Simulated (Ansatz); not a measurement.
# TiSi16: the cost of one run

Method: DFT PBE, plane waves, PAW, scalar-relativistic, no spin polarisation, in Ansatz 0.2.0.

1 further run of the same task is left out (it didn't finish).

### 1 The starting structure

The cell holds 17 atoms (Si16Ti): a = 7.679 Å, b = 7.679 Å, c = 7.679 Å, α = 60.00°, β = 60.00°, γ = 60.00°.

The coordinates stand in the first input below.

### 2 Preparing the start

input.yaml

```yaml
crystal:
  lattice:
    - [0.0, 5.43, 5.43]
    - [5.43, 0.0, 5.43]
    - [5.43, 5.43, 0.0]
  atoms:
    - { symbol: Si, position: [0.0, 0.0, 0.0] }
    - { symbol: Si, position: [0.125, 0.125, 0.125] }
    - { symbol: Si, position: [0.0, 0.0, 0.5] }
    - { symbol: Si, position: [0.125, 0.125, 0.625] }
    - { symbol: Si, position: [0.0, 0.5, 0.0] }
    - { symbol: Si, position: [0.125, 0.625, 0.125] }
    - { symbol: Si, position: [0.0, 0.5, 0.5] }
    - { symbol: Si, position: [0.125, 0.625, 0.625] }
    - { symbol: Si, position: [0.5, 0.0, 0.0] }
    - { symbol: Si, position: [0.625, 0.125, 0.125] }
    - { symbol: Si, position: [0.5, 0.0, 0.5] }
    - { symbol: Si, position: [0.625, 0.125, 0.625] }
    - { symbol: Si, position: [0.5, 0.5, 0.0] }
    - { symbol: Si, position: [0.625, 0.625, 0.125] }
    - { symbol: Si, position: [0.5, 0.5, 0.5] }
    - { symbol: Si, position: [0.625, 0.625, 0.625] }
    - { symbol: Ti, position: [0.7559806, 0.7443696, 0.7435505] }
basis:
  ecutwfc: 420.0
kpoints:
  mp_grid: { grid: [2, 2, 2] }
hamiltonian:
  xc: pbe
  pseudopotentials: { kind: paw, azcp: { folder: soft_1 } }
scf:
  occupations: { method: fermi_dirac, width: 0.02 }
  lower_state_search: "off"
relax:
  f_tol: 0.08
  max_steps: 25
  adjacent_minimum: "off"
```

Launch:

```bash
ansatz run input.yaml --threads 1 --pin off --max-ram 3072MiB --backend cpu --events-out ev --progress --plain --runs-dir out
```

**Question.** How long does this run take on 1 thread of Arm Neoverse V2, shared host, and how much memory does it need?

About 24 s, with a peak of 0.55 GiB.
